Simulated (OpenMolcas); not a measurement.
# Ti³⁺ with 5 ligands (chloride): CASSCF and CASPT2 levels and susceptibility

Which state of Ti³⁺ lies lowest among these ligands, how large is the field, and what χT follows?

Program: OpenMolcas 26.06. Level of theory: state-averaged CASSCF and CASPT2, spin-orbit coupling by RASSI with atomic mean-field integrals. These are calculated values, not measurements, unless marked.

## Step 1: The system

| Item | Value |
| --- | --- |
| Species | Ti³⁺ (titanium, Z = 22, 19 electrons) |
| Basis | ANO-RCC-VDZP [5s4p2d1f], 124 functions with the ligands |
| Scalar Hamiltonian | DKH2, point nucleus |
| Inactive shells | 1s 2s 2p 3s 3p of the metal, and all ligand shells |
| Active space | 1 electron in 5 orbitals (3d) |
| Some configurations of this space | 3d |
| Orbitals | optimised for each spin and parity, averaged over all roots |

Outer shells as boxes (Hund's rule):

3d
```
3d [↑ ][  ][  ][  ][  ]
```

Ti³⁺ is taken with 5 ligands (chloride) in square pyramid coordination (C4v) at 2.37 Å, the axial distance 2.763 Å. A charge of +0.4 e stands 2.8 Å behind each ligand. Ligand basis ANO-RCC-VDZP. The distances are assumed, not relaxed.

```xyz
6

Ti    0.0000    0.0000    0.0000
Cl    2.3700    0.0000    0.0000
Cl    0.0000    2.3700    0.0000
Cl   -2.3700    0.0000    0.0000
Cl    0.0000   -2.3700    0.0000
Cl    0.0000    0.0000    2.7634
```

Each step is its own input file, run in one work folder so that later steps find the files of earlier ones. Labels, J, g values, rates, χT and fits are worked out afterwards by a script from the matrices that RASSI stores.

## Step 2: One- and two-electron integrals

File a.inp:

```
&GATEWAY
Coord
6

Ti 0.0 0.0 0.0
Cl 2.370000 0.000000 0.000000
Cl 0.000000 2.370000 0.000000
Cl -2.370000 0.000000 0.000000
Cl 0.000000 -2.370000 0.000000
Cl 0.000000 0.000000 2.763420
Basis=Ti.ANO-RCC-VDZP,Cl.ANO-RCC-VDZP
Group=NoSym
NoMove
AngMom=0.0 0.0 0.0
AMFI
RICD
XField
5 Angstrom 0
5.170000 0.000000 0.000000 0.400000
0.000000 5.170000 0.000000 0.400000
-5.170000 0.000000 0.000000 0.400000
0.000000 -5.170000 0.000000 0.400000
0.000000 0.000000 5.563420 0.400000
&SEWARD
```

On the command line:

```sh
$ OMP_NUM_THREADS=1 MOLCAS_MEM=2457 MOLCAS_PROJECT=a pymolcas a.inp > a.log
```

Output:

```text
Basis set label: TI.ANO-RCC...5S4P2D1F.

      Electronic valence basis set:
      ------------------
      Associated Effective Charge  22.000000 au
      Associated Actual Charge     22.000000 au
      Nuclear Model: Point charge

      Shell  nPrim  nBasis  Cartesian Spherical Contaminant
         s      21       5        X
         p      15       4        X
         d      10       2                 X
         f       6       1                 X
                  Relativistic Douglas-Kroll-Hess integrals:
                    - DKH order of Hamiltonian: 2
                    - DKH order of Properties : 0
                  Atomic mean-field integrals
```

## Step 3: Reference wave functions, doublets, 5 roots

File a.inp:

```
&RASSCF
FileOrb=start.orb
Symmetry=1
Spin=2
nActEl=1 0 0
Inactive=54
Ras2=5
CIRoot=5 5 1
SDav=5
CIMx=300
Iter=150 100
PrWF=0.3
OrbListing=Nothing
MaxOrb=0
LevShft=1.0
>>> COPY $Project.JobIph JOB001
```

start.orb holds start orbitals that the driver prepared beforehand, or those of the step before.

Output, shortened:

```text
[...]
      Number of active orbitals                  5
[...]
      Spin quantum number                      0.5
[...]
      Active orbitals                            5
[...]
      Number of CSFs                             5
      Number of root(s) required                 5
[...]
      Convergence after 20 iterations
[...]
      Natural orbitals and occupation numbers for root  1
      sym 1:   0.000000  -0.000000   1.000000  -0.000000   0.000000
      Natural orbitals and occupation numbers for root  2
      sym 1:   0.000000   1.000000   0.000000  -0.000000  -0.000000
      Natural orbitals and occupation numbers for root  3
      sym 1:  -0.000000  -0.000000   1.000000   0.000000   0.000000
::    RASSCF root number  1 Total energy:  -3158.19361237
::    RASSCF root number  2 Total energy:  -3158.19361237
::    RASSCF root number  3 Total energy:  -3158.18410141
::    RASSCF root number  4 Total energy:  -3158.18273793
::    RASSCF root number  5 Total energy:  -3158.12217513
```

## Step 4: RASSI: spin-orbit coupling between the states

File a.inp:

```
&RASSI
NrOfJobIphs=1 5
1 2 3 4 5
IphNames
JOB001
EJob
SpinOrbit
DIPRint=1.0
SOCoupling=1000.0
Subsets=2
Property=9
'ANGMOM' 1 'ANGMOM' 2 'ANGMOM' 3 'MLTPL  1' 1 'MLTPL  1' 2 'MLTPL  1' 3
'AMFI' 1 'AMFI' 2 'AMFI' 3
SOProperty=3
'ANGMOM' 1 'ANGMOM' 2 'ANGMOM' 3
```

Output, shortened:

```text
SPIN-FREE ENERGIES:
  (Shifted by EMIN (a.u.) =      -3158.1936123705)
 SF State       Relative EMIN(au)   Rel lowest level(eV)    D:o, cm**(-1)
     1             0.0000000000        0.0000000000              0.0000
     2             0.0000000000        0.0000000000              0.0000
     3             0.0095109637        0.2588065059           2087.4152
     4             0.0108744359        0.2959084746           2386.6628
     5             0.0714372430        1.9439064121          15678.6626
     Dipole printing threshold changed to   1.00000000E+00
[...]
Eigenvalues of complex Hamiltonian:
   -----------------------------------
  (Shifted by EMIN (a.u.) =      -3158.1936123705)
 SO State       Relative EMIN(au)   Rel lowest level(eV)    D:o, cm**(-1)
     1            -0.0003560382        0.0000000000              0.0000
     2            -0.0003560382        0.0000000000              0.0000
     3             0.0002840338        0.0174172451            140.4796
     4             0.0002840338        0.0174172451            140.4796
     5             0.0095593223        0.2698107022           2176.1701
     6             0.0095593223        0.2698107022           2176.1701
     7             0.0108919478        0.3060732899           2468.6476
     8             0.0108919478        0.3060732899           2468.6476
     9             0.0714433769        1.9537616159          15758.1502
    10             0.0714433769        1.9537616159          15758.1502
Weights of the five most important spin-orbit-free states for each spin-orbit state.
[...]
```

These steps: 20 s of run time, 1 thread of Arm Neoverse V1, shared host.

Spin-free states:

```tsv
state	degeneracy	E (cm-1)
doublet	2	0
doublet	1	2087
doublet	1	2387
doublet	1	15679
```

With spin-orbit coupling:

```csv
E (cm-1),Degeneracy,2S+1,g
0.0,2,2,0.10 0.29 0.29
140.5,2,2,0.11 0.11 3.89
2176,2,2,1.99 2.30 2.30
2469,2,2,1.94 2.12 2.12
15758,2,2,2.01 2.01 2.06
```

Principal g values are given for doublets only; a zero marks a field direction without first-order Zeeman splitting.

Powder χT (cm³ K/mol): 0.01 at 2 K, 0.02 at 5 K, 0.03 at 10 K, 0.05 at 20 K, 0.12 at 50 K, 0.23 at 100 K, 0.31 at 150 K, 0.36 at 200 K, 0.40 at 250 K, 0.43 at 300 K.

The orbitals of the open shell are 84 to 96 % metal; the Mulliken charge of the metal is +1.45 e.

## Step 5: CASPT2: IPEA 0.25, imaginary shift 0.1 (closed shells correlated: 3s 3p of the metal, with ligand shells; the Frozen line counts the rest)

File a.inp:

```
>>> COPY JOB001 $Project.JobIph
&CASPT2
Multistate=5 1 2 3 4 5
NoMult
Frozen=30
IPEA=0.25
Imaginary=0.1
MaxIter=60
WThr=0.0 0.3 0.05
PrWF=0.5
NoMix
```

Output:

```text
Orbital specifications:
      -----------------------

      Symmetry species                           1
                                                 a
      Frozen orbitals                           30
      Inactive orbitals                         24
      Active orbitals                            5
      Secondary orbitals                        65
      Deleted orbitals                           0
      Number of basis functions                124
Type of calculation                        SS-CASPT2
      Fock operator                              state-specific
      IPEA shift                                 0.25
      Real shift                                 0.00
      Imaginary shift                            0.10
      The input orbitals will be transformed to quasi-canonical
Reference energy:       -3158.1936123705
      E2 (Non-variational):      -1.0668719976
      Shift correction:          -0.0018264328
      E2 (Variational):          -1.0686984303
      Total energy:           -3159.2623108008
      Residual norm:              0.0000001602
      Reference weight:           0.70724
      Contributions to the CASPT2 correlation energy
      Active & Virtual Only:          0.0000000011
      One Inactive Excited:          -0.0566441379
      Two Inactive Excited:          -1.0102278608
Reference energy:       -3158.1936123705
      E2 (Non-variational):      -1.0668719610
      Shift correction:          -0.0018264322
      E2 (Variational):          -1.0686983932
      Total energy:           -3159.2623107637
      Residual norm:              0.0000001602
      Reference weight:           0.70724
      Contributions to the CASPT2 correlation energy
      Active & Virtual Only:          0.0000000011
      One Inactive Excited:          -0.0566441012
      Two Inactive Excited:          -1.0102278609
::    CASPT2 Root  1     Total energy:  -3159.26231080
::    CASPT2 Root  2     Total energy:  -3159.26231076
::    CASPT2 Root  3     Total energy:  -3159.25155691
::    CASPT2 Root  4     Total energy:  -3159.25158658
::    CASPT2 Root  5     Total energy:  -3159.18491277
```

This run: 25 s of run time, 1 thread of Arm Neoverse V1, shared host.

SS-CASPT2: lowest energy less the reference's lowest, -1.0687 hartree; reference weights 0.707 to 0.708.

Spin-free states:

```tsv
state	degeneracy	E (cm-1)
doublet	2	0
doublet	1	2354
doublet	1	2360
doublet	1	16987
```

With spin-orbit coupling:

```csv
E (cm-1),Degeneracy,2S+1,g
0,2,2,0.10 0.26 0.26
140,2,2,0.11 0.11 3.89
2430,2,2,1.94 2.12 2.12
2450,2,2,1.99 2.27 2.27
17070,2,2,2.01 2.01 2.05
```

Powder χT (cm³ K/mol): 0.01 at 2 K, 0.02 at 5 K, 0.03 at 10 K, 0.05 at 20 K, 0.12 at 50 K, 0.24 at 100 K, 0.31 at 150 K, 0.36 at 200 K, 0.40 at 250 K, 0.43 at 300 K.

## Step 6: The methods side by side

A. CASSCF
B. SS-CASPT2, IPEA 0.25, imaginary shift 0.1 (closed shells correlated: 3s 3p of the metal, with ligand shells; the Frozen line counts the rest)

```tsv
method	ground state	first state of that spin (cm-1)	first gap with spin-orbit (cm-1)	χT at 300 K
A	doublet	doublet 2087	140.5	0.43
B	doublet	doublet 2354	139.3	0.43
```

## Step 7: Results

```
                                            quantity                                                                                                                                          value
                                              method  SS-CASPT2, IPEA 0.25, imaginary shift 0.1 (closed shells correlated: 3s 3p of the metal, with ligand shells; the Frozen line counts the rest)
                              spin-free ground state                                                                                                            doublet, 2-fold in its orbital part
first state of the same spin within the active space                                                                                                                           doublet at 2350 cm⁻¹
                                        lowest level                                                                                                                   2-fold, g = 0.10, 0.26, 0.26
                                          next level                                                                                                                                     139.3 cm⁻¹
                                         χT at 300 K                                                                                                                                 0.43 cm³ K/mol
                           effective moment at 300 K                                                                                                                                        1.86 μB
```

Cost by method:

```tsv
method	time of its own steps	time with the reference
A. CASSCF	20 s	20 s
B. SS-CASPT2, IPEA 0.25, imaginary shift 0.1, +3s 3p	25 s	45 s
```

Times are of one thread on a shared host.

The spin-free ground state (doublet) is 2-fold and keeps the highest spin of the shell. χT at 300 K is 0.43, against 0.38 cm³ K/mol for the spin alone, so orbital moment adds to it.
